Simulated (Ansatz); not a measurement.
This script for a short molecular-dynamics run of HSZn, SMILES [SH][Zn] with the Ansatz DFT code, driven from Python holds a mistake.

`md_hszn.py`
```python
# -*- coding: utf-8 -*-
"""Molecular dynamics of one HSZn molecule."""

import ansatz as az
import numpy as np

params = {
    "basis": "def2-SVP",
    "xc": "b3lyp",
    "n_steps": 30,
    "temperature_k": 300,
}


def main():
    geometry_ang = [
        ("S", (-0.351, 0.3583, -0.1616)),
        ("Zn", (1.4029, 0.3385, 0.8073)),
        ("H", (-1.0629, -0.7616, -0.659)),
    ]
    system = az.Crystal.molecule()
    for symbol, xyz in geometry_ang:
        system = system.atom(symbol, xyz)

    job = (
        system.calculation()
        .basis(gaussian=params["basis"])
        .functional(params["xc"])
        .spin("collinear", total=1)
        .stress()
        .md("nve", timestep=0.5, steps=params["n_steps"], temperature=params["temperature_k"], initial_velocities="maxwell_boltzmann", seed=77)
    )
    frames = []
    job.session().plan().execute(on_event=lambda e: frames.append(e["data"]) if e["event"] == "md_step" else None)
    print("t (fs)   E_pot (eV)      E_kin (eV)   T (K)   d(0-1) (A)")
    for f in frames[::2]:
        xyz = np.array(f["positions_ang"])
        print(f"{f['time_fs']:6.2f} {f['lagrangian_ev']:14.5f} {f['e_kin_ev']:10.5f} {f['temperature_k']:8.1f} {np.linalg.norm(xyz[0] - xyz[1]):9.4f}")
    kept = np.array([f["conserved_ev"] for f in frames])
    print(f"conserved energy moves by at most {1000 * np.ptp(kept):.3f} meV")


if __name__ == "__main__":
    main()
```

```console
$ python md_hszn.py
Traceback (most recent call last):
  File "md_hszn.py", line 44, in <module>
    main()
    ~~~~^^
  File "md_hszn.py", line 34, in main
    job.session().plan().execute(on_event=lambda e: frames.append(e["data"]) if e["event"] == "md_step" else None)
    ~~~~~~~~~~~^^
  ...
ansatz.RefusalError: invalid value for `basis.gaussian`: such a run doesn't read output.stress; remove what it names
$ echo $?
1
```
(Library frames cut from the traceback.)

Find the fault and give the corrected script.

The fault: a molecule has no stress. Mended:

```diff
--- before
+++ after
@@ -29,3 +29,2 @@
         .spin("collinear", total=1)
-        .stress()
         .md("nve", timestep=0.5, steps=params["n_steps"], temperature=params["temperature_k"], initial_velocities="maxwell_boltzmann", seed=77)
```

After the fix:

```console
$ python md_hszn.py
t (fs)   E_pot (eV)      E_kin (eV)   T (K)   d(0-1) (A)
  0.00   -59261.81706    0.03878    300.0    2.0038
  1.00   -59261.82801    0.04985    385.7    2.0060
  2.00   -59261.87199    0.09371    725.0    2.0102
  3.00   -59261.94176    0.16318   1262.4    2.0164
  4.00   -59262.01827    0.23935   1851.7    2.0246
  5.00   -59262.08182    0.30285   2343.0    2.0345
  6.00   -59262.13018    0.35161   2720.1    2.0459
  7.00   -59262.18507    0.40686   3147.6    2.0587
  8.00   -59262.26524    0.48674   3765.6    2.0727
  9.00   -59262.35516    0.57604   4456.4    2.0878
 10.00   -59262.42109    0.64170   4964.4    2.1040
 11.00   -59262.44877    0.66959   5180.2    2.1212
 12.00   -59262.45092    0.67208   5199.5    2.1393
 13.00   -59262.45000    0.67142   5194.4    2.1583
 14.00   -59262.46261    0.68409   5292.4    2.1778
 15.00   -59262.49275    0.71409   5524.4    2.1978
conserved energy moves by at most 1.226 meV
```

Caveats:
- Total energies depend on the basis set; only differences at equal settings carry meaning.
- The trajectory is only some femtoseconds long, so its temperature is not equilibrated; where the script doesn't relax first, it starts from a rough generated geometry.
- The species is open-shell (spin multiplicity 2).
- b3lyp holds the VWN-RPA fit, as in Gaussian; the form of ORCA and Turbomole is b3lyp5.
- The temperature counts the internal degrees of freedom alone.
- Wall time of the script: 58 s on 1 thread of Intel(R) Xeon(R) Platinum 8488C (Sapphire Rapids), on a shared host, peak memory 0.21 GiB.

(A comment or docstring line of the script was reworded after the run, the code is as it ran; lines on the test bed's own set-up are left out of the output.)
